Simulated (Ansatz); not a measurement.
# Mo2PdS4: a short molecular-dynamics run

A trajectory of Mo2PdS4, an element-swapped structure with 7 atoms that was not relaxed first: 20 steps of 1.5 fs under a Langevin thermostat at 900 K.

All numbers below are computed with Ansatz 0.2.0 (DFT PBE, plane waves, PAW, scalar-relativistic, no spin polarisation).

**1. The structure to begin with**

The cell holds 7 atoms (Mo2PdS4): a = 3.311 Å, b = 6.624 Å, c = 5.958 Å, α = 114.63°, β = 90.00°, γ = 104.47°.

Coordinates:

```
Pd S Mo
1.0
     0.00000    3.31114    0.00000
     3.73317   -1.65557    5.21590
     2.88052    0.00000   -5.21590
Pd S Mo
1 4 2
Direct
  0.00000 0.00000 0.00000
  0.36220 0.72440 0.02280
  0.63780 0.27560 0.97720
  0.10450 0.20900 0.44110
  0.89550 0.79100 0.55890
  0.25690 0.51380 0.30950
  0.74310 0.48620 0.69050
```

**2. Dynamics**

input.yaml reads:

```yaml
crystal:
  lattice:
    - [1.3e-07, 3.311139, 7.0e-08]
    - [3.73317094, -1.65556975, 5.21589797]
    - [2.880519, 0.0, -5.215898]
  atoms:
    - { symbol: Pd, position: [0.0, 0.0, 0.0] }
    - { symbol: S, position: [0.3622, 0.7244, 0.0228] }
    - { symbol: S, position: [0.6378, 0.2756, 0.9772] }
    - { symbol: S, position: [0.1045, 0.209, 0.4411] }
    - { symbol: S, position: [0.8955, 0.791, 0.5589] }
    - { symbol: Mo, position: [0.2569, 0.5138, 0.3095] }
    - { symbol: Mo, position: [0.7431, 0.4862, 0.6905] }
kpoints:
  mp_grid: { grid: [5, 3, 3] }
magnetization:
  spin_polarized: false
scf:
  occupations: { method: fermi_dirac, width: 0.1 }
  mixing: { preconditioner: none }
hamiltonian:
  pseudopotentials: { kind: paw }
  xc: pbe
basis:
  ecutwfc: "200 eV"
md:
  timestep: 1.5
  n_steps: 20
  ensemble: nvt_langevin
  temperature: 900.0
  initial_velocities: maxwell_boltzmann
  seed: 340262
```

The run is started by

```console
$ ansatz run input.yaml --threads 2 --pin off --max-ram 2560MiB --backend cpu --events-out ev --progress --plain --runs-dir out
```

What it wrote:

```text
Warning: md: disabling space-group detection — thermal motion breaks the input geometry's symmetry, so no spatial operation reduces the k-mesh or symmetrises the density; time reversal is kept, so that k and −k are solved as one point where they differ and the mesh holds both, and exact exchange and, on two spinor components, a DFT+U term hold to it where the run has them: on two components no moment then forms, and a state that bears one, which a typed moment (crystal.atoms[].spin; refused beside efield: under a hybrid functional) reaches, can lie lower, under hf by electronvolts; crystal.symmetry.detect: false (a key that needs symmetry detection or time reversal refuses this as the deck is read) with time_reversal: false beside it drops time reversal too
Warning: basis.ecutwfc = 200 eV is below the records' recommended 420 eV, and the density's cutoff is lower with it unless basis.ecutrho_ratio is high enough to keep the records' density cutoff: compare with a run at a higher cutoff
Warning: RAYON_NUM_THREADS=2 ignored (pool sized by the plan → 2); use --threads N
Engine: ansatz 0.2.0, x86_64-unknown-linux-gnu
Pseudopotentials: kind: paw
Pseudopotential: Pd, paw, valence charge 18, recommended cutoff 420 eV (normal), Pd.paw.azcp
Pseudopotential: S, paw, valence charge 6, recommended cutoff 420 eV (normal), S.paw.azcp
Pseudopotential: Mo, paw, valence charge 14, recommended cutoff 420 eV (normal), Mo.paw.azcp
Functional definition: PBE
  parameter kappa = 0.804
  parameter beta = 0.06672455060314922
  exchange = pbe_x(kappa = kappa, mu = beta*pi^2/3)
  correlation = pbe_c(beta = beta)
Crystal: 7 atoms, lattice volume = 114.222 Å³
Basis set: ecut = 200 eV, 743 PW (Γ), exchange–correlation on 32×64×60 points (8 copies of the dense FFT grid, shifted against one another)
Bands: 42, of which v1, the nominal top of the filled ones, is band 35 counted from 1 (34 counted from 0)
Symmetry: 1 space group operations
k-points: 23 of 45 (time reversal used)
Non-local potential: Pd, projectors of the file, l = 0: 2, l = 1: 2, l = 2: 2, l = 3: 1
Non-local potential: S, projectors of the file, l = 0: 2, l = 1: 2, l = 2: 2
Non-local potential: Mo, projectors of the file, l = 0: 3, l = 1: 2, l = 2: 2, l = 3: 1
PAW form: soft (Blöchl's): semilocal exchange-correlation on the pseudo side does not see the compensation charge
PAW one-centre angular grid: Pd, 590 points (default); XC on 64 Gauss nodes
PAW one-centre angular grid: S, 110 points (default); XC on 64 Gauss nodes
PAW one-centre angular grid: Mo, 590 points (default); XC on 64 Gauss nodes
Initial density: superposition of atomic densities (neutral atoms: chi_scale 0, normalization atom), corrected by the library's trained network
Initial wavefunctions: pseudopotential atomic-orbital guess
Functional: x = pbe(κ = 0.804, μ = 0.2195149727645171), c = pbe(β = 0.06672455060314922)
SCF iter   1: F=—  HF=-20478.512414 eV  |F-HF|=—  |Δ(HF+E_count)|=         —  Δρ=8.06e-2  dr2=4.73e0  ethr=1.77e-3  ⟨swp⟩=5.8  Hψ=3675  notcnv=0
SCF iter   2: F=—  HF=-20478.283103 eV  |F-HF|=—  |Δ(HF+E_count)|=   2.29e-1  Δρ=5.78e-2  dr2=6.85e0  ethr=1.77e-3  ⟨swp⟩=3.0  Hψ=2431  notcnv=0
SCF iter   3: F=—  HF=-20477.162305 eV  |F-HF|=—  |Δ(HF+E_count)|=    1.12e0  Δρ=3.29e-2  dr2=1.86e0  ethr=1.77e-3  ⟨swp⟩=2.8  Hψ=2086  notcnv=0
SCF iter   4: F=—  HF=-20477.172809 eV  |F-HF|=—  |Δ(HF+E_count)|=   1.05e-2  Δρ=2.69e-2  dr2=2.14e0  ethr=1.77e-3  ⟨swp⟩=2.1  Hψ=1559  notcnv=0
SCF iter   5: F=—  HF=-20476.992278 eV  |F-HF|=—  |Δ(HF+E_count)|=   1.81e-1  Δρ=1.37e-2  dr2=4.79e-1  ethr=1.77e-3  ⟨swp⟩=2.0  Hψ=1171  notcnv=0
SCF iter   6: F=—  HF=-20476.945304 eV  |F-HF|=—  |Δ(HF+E_count)|=   4.70e-2  Δρ=3.98e-3  dr2=3.25e-2  ethr=6.85e-4  ⟨swp⟩=1.2  Hψ=1011  notcnv=0
SCF iter   7: F=—  HF=-20476.943141 eV  |F-HF|=—  |Δ(HF+E_count)|=   2.16e-3  Δρ=9.01e-4  dr2=1.50e-3  ethr=4.64e-5  ⟨swp⟩=1.5  Hψ=1073  notcnv=0
SCF iter   8: F=—  HF=-20476.943056 eV  |F-HF|=—  |Δ(HF+E_count)|=   8.54e-5  Δρ=3.14e-4  dr2=9.94e-5  ethr=2.14e-6  ⟨swp⟩=2.0  Hψ=1299  notcnv=0
SCF iter   9: F=—  HF=-20476.943436 eV  |F-HF|=—  |Δ(HF+E_count)|=   3.80e-4  Δρ=2.80e-4  dr2=2.66e-4  ethr=1.42e-7  ⟨swp⟩=2.0  Hψ=1431  notcnv=0
SCF iter  10: F=—  HF=-20476.943437 eV  |F-HF|=—  |Δ(HF+E_count)|=   1.10e-6  Δρ=2.03e-4  dr2=1.34e-4  ethr=1.42e-7  ⟨swp⟩=2.0  Hψ=1331  notcnv=0
SCF iter  11: F=—  HF=-20476.943426 eV  |F-HF|=—  |Δ(HF+E_count)|=   1.08e-5  Δρ=9.42e-5  dr2=2.51e-5  ethr=1.42e-7  ⟨swp⟩=1.0  Hψ=966  notcnv=0
SCF iter  12: F=—  HF=-20476.943411 eV  |F-HF|=—  |Δ(HF+E_count)|=   1.48e-5  Δρ=2.37e-5  dr2=1.40e-6  ethr=3.58e-8  ⟨swp⟩=1.0  Hψ=966  notcnv=0
SCF iter  13: F=—  HF=-20476.943414 eV  |F-HF|=—  |Δ(HF+E_count)|=   2.73e-6  Δρ=4.53e-6  dr2=1.90e-8  ethr=2.00e-9  ⟨swp⟩=1.2  Hψ=971  notcnv=0
SCF iter  14: F=-20476.943414 eV  HF=-20476.943414 eV  |F-HF|=1.99e-9  |Δ(HF+E_count)|=   4.57e-9  Δρ=1.22e-6  dr2=2.73e-9  ethr=1.00e-11  ⟨swp⟩=4.0  Hψ=3169  notcnv=0
SCF 1 converged in 14 iterations: F = -20476.943414 eV  dr2 = 2.73e-9
md step     0: t =     0.00 fs  T =   771.4 K  F+E_penalty+E_count = -20476.94341412 eV  E_kin = 0.698004 eV  (14 SCF iters)
[... 14 lines left out ...]
md step     1: t =     1.50 fs  T =   838.6 K  F+E_penalty+E_count = -20476.94817055 eV  E_kin = 0.758744 eV  (10 SCF iters)
[... 12 lines left out ...]
md step     2: t =     3.00 fs  T =   803.1 K  F+E_penalty+E_count = -20476.94744637 eV  E_kin = 0.726645 eV  (10 SCF iters)
[... 1 line left out ...]
md step     3: t =     4.50 fs  T =   757.4 K  F+E_penalty+E_count = -20476.94282597 eV  E_kin = 0.685335 eV  (10 SCF iters)
md step     4: t =     6.00 fs  T =   723.8 K  F+E_penalty+E_count = -20476.93534282 eV  E_kin = 0.654905 eV  (10 SCF iters)
md step     5: t =     7.50 fs  T =   788.8 K  F+E_penalty+E_count = -20476.92088366 eV  E_kin = 0.713685 eV  (8 SCF iters)
md step     6: t =     9.00 fs  T =   725.6 K  F+E_penalty+E_count = -20476.90228742 eV  E_kin = 0.656494 eV  (8 SCF iters)
md step     7: t =    10.50 fs  T =   706.8 K  F+E_penalty+E_count = -20476.88151453 eV  E_kin = 0.639517 eV  (7 SCF iters)
md step     8: t =    12.00 fs  T =   689.6 K  F+E_penalty+E_count = -20476.85683410 eV  E_kin = 0.623989 eV  (7 SCF iters)
md step     9: t =    13.50 fs  T =   686.6 K  F+E_penalty+E_count = -20476.82926313 eV  E_kin = 0.621210 eV  (7 SCF iters)
md step    10: t =    15.00 fs  T =   658.5 K  F+E_penalty+E_count = -20476.79948730 eV  E_kin = 0.595848 eV  (11 SCF iters)
md step    11: t =    16.50 fs  T =   650.2 K  F+E_penalty+E_count = -20476.76628303 eV  E_kin = 0.588334 eV  (9 SCF iters)
md step    12: t =    18.00 fs  T =   552.5 K  F+E_penalty+E_count = -20476.72834755 eV  E_kin = 0.499942 eV  (7 SCF iters)
md step    13: t =    19.50 fs  T =   512.7 K  F+E_penalty+E_count = -20476.68874292 eV  E_kin = 0.463887 eV  (6 SCF iters)
md step    14: t =    21.00 fs  T =   487.2 K  F+E_penalty+E_count = -20476.65101601 eV  E_kin = 0.440822 eV  (6 SCF iters)
md step    15: t =    22.50 fs  T =   358.4 K  F+E_penalty+E_count = -20476.61639257 eV  E_kin = 0.324255 eV  (8 SCF iters)
md step    16: t =    24.00 fs  T =   343.1 K  F+E_penalty+E_count = -20476.58287671 eV  E_kin = 0.310409 eV  (7 SCF iters)
md step    17: t =    25.50 fs  T =   321.3 K  F+E_penalty+E_count = -20476.55290954 eV  E_kin = 0.290759 eV  (7 SCF iters)
md step    18: t =    27.00 fs  T =   296.1 K  F+E_penalty+E_count = -20476.53303295 eV  E_kin = 0.267897 eV  (7 SCF iters)
md step    19: t =    28.50 fs  T =   291.9 K  F+E_penalty+E_count = -20476.52045843 eV  E_kin = 0.264138 eV  (8 SCF iters)
[... 12 lines left out ...]
md step    20: t =    30.00 fs  T =   321.4 K  F+E_penalty+E_count = -20476.51422350 eV  E_kin = 0.290844 eV  (10 SCF iters)
SCF converged after 10 iterations
Free energy (F): -20476.514223 eV
Harris-Foulkes:  -20476.514223 eV  (|F-HF|=1.86e-9)
Internal energy: -20476.387213 eV  (E = F + TS)
E sigma→0 (E₀):  -20476.450718 eV
Entropy (-TS):   -0.127010 eV (-18.144 meV/atom)
Fermi energy:    13.619001 eV
--- Per-component energies (eV) ---
  E_band       = -474.143250
  E_kinetic    = 1865.998413
  E_local      = -5441.452710  (includes V_loc(G=0)·N_el)
  E_nonlocal   = 571.507481
  E_hartree    = 2094.018668
  E_xc         = -934.400385
  E_vxc        = -1033.540768  (∫ρ·V_xc dr)
  E_paw        = -12537.686474  (= ΣΔE_a)
  E_vpaw       = -624.705276  (= ΣTr[D̂ρ^β])
  E_aug_tail   = 0.013277  (compensation charges beyond the density's cutoff)
  E_ewald      = -6094.385483
  E_smearing   = -0.127010  (= −TS)
  E_closure    = -0.000000  (closes the sum)
  Σ components = -20476.514223   (vs F -20476.514223, Δ=0.00e0)
--- Forces (eV/Å), atoms counted from 1 ---
  atom   1  Pd    -0.12023275     0.22825762     0.20341044
  atom   2  S      1.49035005     0.50568124    -0.60012789
  atom   3  S      0.46100260    -0.11599317    -0.78914329
  atom   4  S     -0.78713861    -1.58865017     0.82836890
  atom   5  S      0.46997718     0.97577495    -0.36363667
  atom   6  Mo    -1.62483195    -1.15726434    -1.04934303
  atom   7  Mo     0.11087904     1.15223651     1.77043685
  max |Σ_I F_I| component: 4.26e-5 eV/Å
--- MD trajectory: 20 steps, t = 0.0 → 30.0 fs ---
  final state: T = 321.4 K   F+E_penalty+E_count = -20476.51422350 eV   E_kin = 0.290844 eV
```

It took 25 s on 2 threads of AMD EPYC 9R14 (Zen 4), shared host; peak memory 0.38 GiB.

**3. The trajectory**

The trajectory, every 2 steps (energies from step 0); msd is the mean square displacement from the start, the centre of mass held:

```tsv
time (fs)	T (K)	potential energy change (meV/atom)	msd S (Å²)	msd Mo (Å²)	msd Pd (Å²)
0.0	771	0.0	0.000	0.000	0.000
3.0	803	-0.6	0.000	0.000	0.000
6.0	724	1.2	0.002	0.001	0.000
9.0	726	5.9	0.004	0.002	0.001
12.0	690	12.4	0.007	0.004	0.002
15.0	659	20.6	0.010	0.006	0.003
18.0	553	30.7	0.014	0.007	0.004
21.0	487	41.8	0.018	0.009	0.005
24.0	343	51.5	0.022	0.010	0.006
27.0	296	58.6	0.025	0.011	0.007
30.0	321	61.3	0.026	0.012	0.009
```

time (fs), T (K) and a bar:
```
      0.0        771 ##########################
      1.5        839 ##############################
      3.0        803 ############################
      4.5        757 ##########################
      6.0        724 ########################
      7.5        789 ###########################
      9.0        726 ########################
     10.5        707 #######################
     12.0        690 ######################
     13.5        687 ######################
     15.0        659 ####################
     16.5        650 ####################
     18.0        553 ##############
     19.5        513 ############
     21.0        487 ###########
     22.5        358 ####
     24.0        343 ###
     25.5        321 ##
     27.0        296 
     28.5        292 
     30.0        321 ##
```

**4. Frames from the trajectory**

Positions (Å) and forces (eV/Å):

```xyz
7
Lattice="0.000 3.311 0.000 3.733 -1.656 5.216 2.881 0.000 -5.216" Properties=species:S:1:pos:R:3:forces:R:3 pbc="T T T" time_fs=3.0 T=803 dE=-0.0040
Pd   -0.004   -0.010   -0.003    0.064    0.011    0.050
S     2.750   -0.019    3.668   -0.444    0.113   -0.770
S     3.844    1.653   -3.642    0.678    0.004    0.487
S     2.042    0.022   -1.223    0.916   -0.173    0.078
S     4.568    1.651    1.218   -0.900    0.068    0.060
Mo    2.819    0.010    1.074    0.225   -0.117   -0.066
Mo    3.802    1.657   -1.081   -0.538    0.094    0.162
7
Lattice="0.000 3.311 0.000 3.733 -1.656 5.216 2.881 0.000 -5.216" Properties=species:S:1:pos:R:3:forces:R:3 pbc="T T T" time_fs=7.5 T=789 dE=0.0225
Pd   -0.011   -0.026   -0.008    0.122    0.034    0.112
S     2.716   -0.050    3.675   -0.114    0.301   -0.876
S     3.839    1.653   -3.621    0.749   -0.002    0.244
S     2.035    0.055   -1.246    0.854   -0.437    0.398
S     4.560    1.642    1.229   -0.709    0.196   -0.037
Mo    2.833    0.021    1.088   -0.233   -0.299   -0.380
Mo    3.799    1.658   -1.100   -0.669    0.208    0.539
7
Lattice="0.000 3.311 0.000 3.733 -1.656 5.216 2.881 0.000 -5.216" Properties=species:S:1:pos:R:3:forces:R:3 pbc="T T T" time_fs=12.0 T=690 dE=0.0866
Pd   -0.012   -0.044   -0.009    0.125    0.079    0.142
S     2.675   -0.061    3.677    0.349    0.434   -0.936
S     3.833    1.648   -3.599    0.805   -0.001   -0.052
S     2.040    0.082   -1.264    0.591   -0.655    0.636
S     4.551    1.627    1.245   -0.440    0.388   -0.124
Mo    2.849    0.029    1.102   -0.698   -0.504   -0.605
Mo    3.796    1.662   -1.119   -0.733    0.260    0.938
7
Lattice="0.000 3.311 0.000 3.733 -1.656 5.216 2.881 0.000 -5.216" Properties=species:S:1:pos:R:3:forces:R:3 pbc="T T T" time_fs=15.0 T=659 dE=0.1439
Pd   -0.013   -0.058   -0.008    0.116    0.121    0.151
S     2.643   -0.061    3.676    0.680    0.493   -0.949
S     3.833    1.649   -3.585    0.802   -0.019   -0.243
S     2.046    0.096   -1.269    0.355   -0.786    0.731
S     4.548    1.619    1.256   -0.287    0.507   -0.169
Mo    2.859    0.036    1.111   -0.953   -0.639   -0.703
Mo    3.792    1.663   -1.129   -0.713    0.323    1.184
7
Lattice="0.000 3.311 0.000 3.733 -1.656 5.216 2.881 0.000 -5.216" Properties=species:S:1:pos:R:3:forces:R:3 pbc="T T T" time_fs=18.0 T=553 dE=0.2151
Pd   -0.013   -0.070   -0.004    0.092    0.153    0.156
S     2.610   -0.063    3.672    1.041    0.578   -0.940
S     3.836    1.652   -3.569    0.766   -0.040   -0.453
S     2.054    0.112   -1.270    0.036   -0.967    0.785
S     4.543    1.615    1.267   -0.106    0.603   -0.198
Mo    2.867    0.040    1.120   -1.180   -0.754   -0.767
Mo    3.788    1.661   -1.136   -0.650    0.427    1.416
7
Lattice="0.000 3.311 0.000 3.733 -1.656 5.216 2.881 0.000 -5.216" Properties=species:S:1:pos:R:3:forces:R:3 pbc="T T T" time_fs=22.5 T=358 dE=0.3270
Pd   -0.008   -0.084    0.000    0.002    0.190    0.176
S     2.571   -0.061    3.663    1.421    0.635   -0.872
S     3.838    1.656   -3.551    0.690   -0.070   -0.685
S     2.065    0.134   -1.267   -0.425   -1.265    0.801
S     4.534    1.606    1.283    0.118    0.737   -0.252
Mo    2.871    0.044    1.136   -1.383   -0.906   -0.872
Mo    3.778    1.656   -1.141   -0.422    0.679    1.704
7
Lattice="0.000 3.311 0.000 3.733 -1.656 5.216 2.881 0.000 -5.216" Properties=species:S:1:pos:R:3:forces:R:3 pbc="T T T" time_fs=27.0 T=296 dE=0.4104
Pd   -0.002   -0.095   -0.001   -0.091    0.218    0.196
S     2.546   -0.053    3.656    1.575    0.591   -0.755
S     3.848    1.664   -3.541    0.571   -0.106   -0.772
S     2.067    0.152   -1.266   -0.745   -1.510    0.799
S     4.526    1.597    1.298    0.313    0.874   -0.317
Mo    2.870    0.048    1.152   -1.514   -1.056   -0.975
Mo    3.766    1.650   -1.140   -0.110    0.988    1.823
7
Lattice="0.000 3.311 0.000 3.733 -1.656 5.216 2.881 0.000 -5.216" Properties=species:S:1:pos:R:3:forces:R:3 pbc="T T T" time_fs=30.0 T=321 dE=0.4292
Pd   -0.001   -0.100   -0.001   -0.120    0.228    0.203
S     2.544   -0.042    3.651    1.490    0.506   -0.600
S     3.860    1.669   -3.534    0.461   -0.116   -0.789
S     2.061    0.160   -1.272   -0.787   -1.589    0.828
S     4.520    1.593    1.304    0.470    0.976   -0.364
Mo    2.869    0.051    1.162   -1.625   -1.157   -1.049
Mo    3.757    1.649   -1.133    0.111    1.152    1.770
```

**5. Summary of results**

| quantity | value |
| --- | --- |
| length | 20 steps of 1.5 fs |
| temperature, first and last step | 771 and 321 K |
| temperature, second half | mean 436 K, from 292 to 659 K |
| potential energy, second half | +44 meV/atom from the start |
| mean square displacement, second half | S 0.019, Mo 0.009, Pd 0.006 Å² |

Against a set 900 K the second half averages 436 K, going from 659 to 321 K over that half; 44 meV/atom has gone into potential energy, and a thermostat that acts over some 100 fs has not made it up in 30 fs. No atom gets farther than 0.22 Å from its start, with the drift of the whole removed, against a typical distance of 2.4 Å between sites at the start. Settings off the usual here: basis.ecutwfc, scf.mixing.preconditioner; they were drawn at random, not all are sound, and the numbers needn't be the system's own. 30 fs on 7 atoms is far too short and small for converged averages. The cutoff lies under what these potentials recommend, so forces and energies are not converged in the basis.
